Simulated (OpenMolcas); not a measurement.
# Ru²⁺ among point charges: CASSCF and CASPT2 levels and susceptibility, part 2 of 2

Aim: the splitting of the states of Ru²⁺ in the field of 6 point charges, its lowest levels with spin-orbit coupling and its magnetic susceptibility.

OpenMolcas 26.06; ANO-RCC-VDZP, DKH2, active space 6 electrons in 5 orbitals (4d), orbitals: per spin and parity. Surroundings: 6 point charges of -1.7 e arranged as an octahedron (Oh), 2.51 Å from the ion. The steps go on from the part before.

## (7) CASPT2: IPEA 0.25, imaginary shift 0.1 (closed shells correlated: 4s 4p)

File a.inp:

```
>>> COPY JOB001 $Project.JobIph
&CASPT2
Multistate=5 1 2 3 4 5
NoMult
Frozen=8 6
IPEA=0.25
Imaginary=0.1
MaxIter=60
WThr=0.0 0.3 0.05
PrWF=0.5
NoMix
>>> COPY JOB002 $Project.JobIph
&CASPT2
Multistate=45 1 2 3 4 5 6 7 8 9 10 11 12 13 14 15 16 17 18 19 20 21 22
23 24 25 26 27 28 29 30 31 32 33 34 35 36 37 38 39 40 41 42 43 44 45
NoMult
Frozen=8 6
IPEA=0.25
Imaginary=0.1
MaxIter=60
WThr=0.0 0.3 0.05
PrWF=0.5
NoMix
>>> COPY JOB003 $Project.JobIph
&CASPT2
Multistate=50 1 2 3 4 5 6 7 8 9 10 11 12 13 14 15 16 17 18 19 20 21 22
23 24 25 26 27 28 29 30 31 32 33 34 35 36 37 38 39 40 41 42 43 44 45 46
47 48 49 50
NoMult
Frozen=8 6
IPEA=0.25
Imaginary=0.1
MaxIter=60
WThr=0.0 0.3 0.05
PrWF=0.5
NoMix
```

Launch:

```sh
OMP_NUM_THREADS=1 MOLCAS_MEM=1689 MOLCAS_PROJECT=a pymolcas a.inp > a.log
```

The program printed:

```text
Orbital specifications:
      -----------------------

      Symmetry species                           1   2
                                                ag  au
      Frozen orbitals                            8   6
      Inactive orbitals                          1   3
      Active orbitals                            5   0
      Secondary orbitals                         7  13
      Deleted orbitals                           0   0
      Number of basis functions                 21  22
Type of calculation                        SS-CASPT2
      Fock operator                              state-specific
      IPEA shift                                 0.25
      Real shift                                 0.00
      Imaginary shift                            0.10
      The input orbitals will be transformed to quasi-canonical
Reference energy:       -4530.8640296335
      E2 (Non-variational):      -0.2932683217
      Shift correction:          -0.0001931548
      E2 (Variational):          -0.2934614765
      Total energy:           -4531.1574911100
      Residual norm:              0.0000002040
      Reference weight:           0.93613
      Contributions to the CASPT2 correlation energy
      Active & Virtual Only:         -0.0943080203
      One Inactive Excited:          -0.1339973756
      Two Inactive Excited:          -0.0649629258
Reference energy:       -4530.8640296335
      E2 (Non-variational):      -0.2932780776
      Shift correction:          -0.0001930423
      E2 (Variational):          -0.2934711200
      Total energy:           -4531.1575007535
      Residual norm:              0.0000001955
      Reference weight:           0.93612
      Contributions to the CASPT2 correlation energy
      Active & Virtual Only:         -0.0943174838
      One Inactive Excited:          -0.1339977620
      Two Inactive Excited:          -0.0649628318
::    CASPT2 Root  1     Total energy:  -4531.15749111
::    CASPT2 Root  2     Total energy:  -4531.15750075
::    CASPT2 Root  3     Total energy:  -4531.15749859
::    CASPT2 Root  4     Total energy:  -4531.13384462
::    CASPT2 Root  5     Total energy:  -4531.13394149
Orbital specifications:
      -----------------------

      Symmetry species                           1   2
                                                ag  au
      Frozen orbitals                            8   6
      Inactive orbitals                          1   3
      Active orbitals                            5   0
      Secondary orbitals                         7  13
      Deleted orbitals                           0   0
      Number of basis functions                 21  22
Type of calculation                        SS-CASPT2
      Fock operator                              state-specific
      IPEA shift                                 0.25
      Real shift                                 0.00
      Imaginary shift                            0.10
      The input orbitals will be transformed to quasi-canonical
Reference energy:       -4530.7978562516
      E2 (Non-variational):      -0.2982184488
      Shift correction:          -0.0001810403
      E2 (Variational):          -0.2983994891
      Total energy:           -4531.0962557408
      Residual norm:              0.0000000790
      Reference weight:           0.93570
      Contributions to the CASPT2 correlation energy
      Active & Virtual Only:         -0.0955416554
      One Inactive Excited:          -0.1370199763
      Two Inactive Excited:          -0.0656568172
Reference energy:       -4530.7978562516
      E2 (Non-variational):      -0.2981152072
      Shift correction:          -0.0001807324
      E2 (Variational):          -0.2982959396
      Total energy:           -4531.0961521913
      Residual norm:              0.0000000773
      Reference weight:           0.93575
      Contributions to the CASPT2 correlation energy
      Active & Virtual Only:         -0.0954975057
      One Inactive Excited:          -0.1369751180
      Two Inactive Excited:          -0.0656425836
::    CASPT2 Root  1     Total energy:  -4531.09625574
::    CASPT2 Root  2     Total energy:  -4531.09615219
::    CASPT2 Root  3     Total energy:  -4531.09533471
::    CASPT2 Root  4     Total energy:  -4531.08854430
::    CASPT2 Root  5     Total energy:  -4531.08741419
::    CASPT2 Root  6     Total energy:  -4531.08746374
::    CASPT2 Root  7     Total energy:  -4531.08087836
::    CASPT2 Root  8     Total energy:  -4531.08205067
::    CASPT2 Root  9     Total energy:  -4531.08210591
::    CASPT2 Root 10     Total energy:  -4531.07372319
::    CASPT2 Root 11     Total energy:  -4531.07352745
::    CASPT2 Root 12     Total energy:  -4531.07451404
::    CASPT2 Root 13     Total energy:  -4531.07458380
::    CASPT2 Root 14     Total energy:  -4531.07456873
::    CASPT2 Root 15     Total energy:  -4531.07547401
::    CASPT2 Root 16     Total energy:  -4531.07510027
::    CASPT2 Root 17     Total energy:  -4531.07538794
::    CASPT2 Root 18     Total energy:  -4531.06347499
::    CASPT2 Root 19     Total energy:  -4531.06351271
::    CASPT2 Root 20     Total energy:  -4531.06349327
::    CASPT2 Root 21     Total energy:  -4531.06365211
::    CASPT2 Root 22     Total energy:  -4531.05841017
::    CASPT2 Root 23     Total energy:  -4531.05836582
::    CASPT2 Root 24     Total energy:  -4531.05848072
::    CASPT2 Root 25     Total energy:  -4531.05532324
::    CASPT2 Root 26     Total energy:  -4531.05552412
::    CASPT2 Root 27     Total energy:  -4531.04842107
::    CASPT2 Root 28     Total energy:  -4531.03958621
::    CASPT2 Root 29     Total energy:  -4531.03958622
::    CASPT2 Root 30     Total energy:  -4531.03959916
Orbital specifications:
      -----------------------

      Symmetry species                           1   2
                                                ag  au
      Frozen orbitals                            8   6
      Inactive orbitals                          1   3
      Active orbitals                            5   0
      Secondary orbitals                         7  13
      Deleted orbitals                           0   0
      Number of basis functions                 21  22
Type of calculation                        SS-CASPT2
      Fock operator                              state-specific
      IPEA shift                                 0.25
      Real shift                                 0.00
      Imaginary shift                            0.10
      The input orbitals will be transformed to quasi-canonical
Reference energy:       -4530.7756575746
      E2 (Non-variational):      -0.2962406231
      Shift correction:          -0.0001740124
      E2 (Variational):          -0.2964146355
      Total energy:           -4531.0720722101
      Residual norm:              0.0000006889
      Reference weight:           0.93712
      Contributions to the CASPT2 correlation energy
      Active & Virtual Only:         -0.0949607685
      One Inactive Excited:          -0.1355310279
      Two Inactive Excited:          -0.0657488267
Reference energy:       -4530.7624035554
      E2 (Non-variational):      -0.2982395711
      Shift correction:          -0.0001790589
      E2 (Variational):          -0.2984186299
      Total energy:           -4531.0608221854
      Residual norm:              0.0000008354
      Reference weight:           0.93589
      Contributions to the CASPT2 correlation energy
      Active & Virtual Only:         -0.0935253463
      One Inactive Excited:          -0.1412875227
      Two Inactive Excited:          -0.0634267022
::    CASPT2 Root  1     Total energy:  -4531.07207221
::    CASPT2 Root  2     Total energy:  -4531.06082219
::    CASPT2 Root  3     Total energy:  -4531.06241365
::    CASPT2 Root  4     Total energy:  -4531.06256213
::    CASPT2 Root  5     Total energy:  -4531.04955831
::    CASPT2 Root  6     Total energy:  -4531.04960680
::    CASPT2 Root  7     Total energy:  -4531.04965359
::    CASPT2 Root  8     Total energy:  -4531.04416153
::    CASPT2 Root  9     Total energy:  -4531.04399424
::    CASPT2 Root 10     Total energy:  -4531.04287479
::    CASPT2 Root 11     Total energy:  -4531.03586752
::    CASPT2 Root 12     Total energy:  -4531.03675490
::    CASPT2 Root 13     Total energy:  -4531.03675311
::    CASPT2 Root 14     Total energy:  -4531.03287880
::    CASPT2 Root 15     Total energy:  -4531.03619966
::    CASPT2 Root 16     Total energy:  -4531.03614031
::    CASPT2 Root 17     Total energy:  -4531.03623772
::    CASPT2 Root 18     Total energy:  -4531.02302816
::    CASPT2 Root 19     Total energy:  -4531.02332384
::    CASPT2 Root 20     Total energy:  -4531.02259205
::    CASPT2 Root 21     Total energy:  -4531.02270250
::    CASPT2 Root 22     Total energy:  -4531.02271899
::    CASPT2 Root 23     Total energy:  -4531.02504536
::    CASPT2 Root 24     Total energy:  -4531.02467377
::    CASPT2 Root 25     Total energy:  -4531.02510442
::    CASPT2 Root 26     Total energy:  -4531.01393186
::    CASPT2 Root 27     Total energy:  -4531.00548289
::    CASPT2 Root 28     Total energy:  -4531.00557247
::    CASPT2 Root 29     Total energy:  -4530.99984531
::    CASPT2 Root 30     Total energy:  -4530.99348958
```

Time for this run: 5.2 s (1 thread of Intel Xeon Platinum 8488C (Sapphire Rapids), shared host).

SS-CASPT2: lowest energy less the reference's lowest, -0.2935 hartree; reference weights 0.922 to 0.937.

Spin-free states, with their symmetry labels:

| state | degeneracy | E (cm-1) | free-ion L (%) |
| --- | --- | --- | --- |
| 5T2 | 3 | 0 | D (100) |
| 5E | 2 | 5180 | D (100) |
| 3T1 | 3 | 13516 | H (63) |
| 3T2 | 3 | 15295 | H (76) |
| 3T1 | 3 | 16640 | H (67) |
| 3T1 | 3 | 18036 | P (58) |
| 3T2 | 3 | 18204 | G (74) |
| 3E | 2 | 18408 | H (78) |
| 1A1 | 1 | 18749 | I (48) |
| 3A2 | 1 | 20597 | F (100) |
| 3T2 | 3 | 20631 | F (72) |
| 1T1 | 3 | 20974 | I (67) |
| 3T1 | 3 | 21745 | H (41) |
| 3E | 2 | 22402 | G (75) |
| 1T2 | 3 | 23679 | I (96) |
| 3A1 | 1 | 23939 | G (100) |
| 1E | 2 | 24893 | G (68) |
| 3T2 | 3 | 24987 | D (92) |
| 1A1 | 1 | 25157 | I (49) |
| 3T1 | 3 | 25877 | G (46) |
| 1T2 | 3 | 26565 | I (71) |
| 1T1 | 3 | 26623 | G (66) |
| 1A2 | 1 | 27350 | I (97) |
| 3E | 2 | 27712 | D (94) |

With spin-orbit coupling:

| E (cm-1) | Degeneracy | Label | 2S+1 |
| --- | --- | --- | --- |
| 0 | 3 | T2 | 5 |
| 380 | 2 | E | 5 |
| 470 | 3 | T1 | 5 |
| 910 | 1 | A1 | 5 |
| 1200 | 3 | T1 | 5 |
| 1340 | 3 | T2 | 5 |
| 6070 | 1 | A2 | 5 |
| 6090 | 3 | T2 | 5 |
| 6120 | 2 | E | 5 |
| 6180 | 3 | T1 | 5 |
| 6240 | 1 | A1 | 5 |
| 13720 | 2 | E | 3 |
| 13820 | 1 | A1 | 3 |
| 13910 | 3 | T2 | 3 |
| 14690 | 3 | T1 | 3 |
| 15650 | 3 | T1 | 3 |
| 15920 | 1 | A2 | 3 |
| 16030 | 3 | T2 | 3 |
| 16150 | 2 | E | 3 |
| 16890 | 2 | E | 3 |
| 17180 | 3 | T1 | 3 |
| 17290 | 3 | T2 | 3 |
| 17670 | 1 | A1 | 3 |
| 18230 | 3 | T1 | 3 |

Powder χT (cm³ K/mol): 3.34 at 2 K, 3.36 at 5 K, 3.39 at 10 K, 3.45 at 20 K, 3.62 at 50 K, 3.91 at 100 K, 4.15 at 150 K, 4.31 at 200 K, 4.42 at 250 K, 4.49 at 300 K.

## (8) The methods side by side

A. CASSCF
B. SS-CASPT2, IPEA 0.25, imaginary shift 0.1 (closed shells correlated: 4s 4p)

```
method  ground state  first state of that spin (cm-1)  first gap with spin-orbit (cm-1)  χT at 300 K
     A           5T2                          5E 4723                             372.5         4.53
     B           5T2                          5E 5180                             379.8         4.49
```

## (9) What came out

The summary covers parts 1 to 2.

```
                                            quantity                                                                        value
                                              method  SS-CASPT2, IPEA 0.25, imaginary shift 0.1 (closed shells correlated: 4s 4p)
                              spin-free ground state                                              5T2, 3-fold in its orbital part
first state of the same spin within the active space                                                              5E at 5180 cm⁻¹
                                        lowest level                                                                    3-fold T2
                                          next level                                                                   379.8 cm⁻¹
                                         χT at 300 K                                                               4.49 cm³ K/mol
                           effective moment at 300 K                                                                      5.99 μB
```

Cost by method:

```
                                              method  time of its own steps  time with the reference
                                           A. CASSCF                   25 s                     25 s
B. SS-CASPT2, IPEA 0.25, imaginary shift 0.1, +4s 4p                  5.2 s                     30 s
```

Times are of one thread on a shared host.

**Reading.** The spin-free ground state (5T2) comes to 100 % from free-ion D terms and keeps the highest spin of the shell. χT at 300 K is 4.49, against 3.01 cm³ K/mol for the spin alone, so orbital moment adds to it. An active space of the d shell alone favours high spin; real ions in strong fields can be low spin. CASPT2 does not keep the components of a term degenerate, and the means are used. The field of point charges can differ much from that of real complexes. With metal d orbitals alone active, the gaps between spin states are rough; where two lie within a few thousand cm-1, their order is open. Point charges carry no covalency, so the field is a model and not that of real ligands.
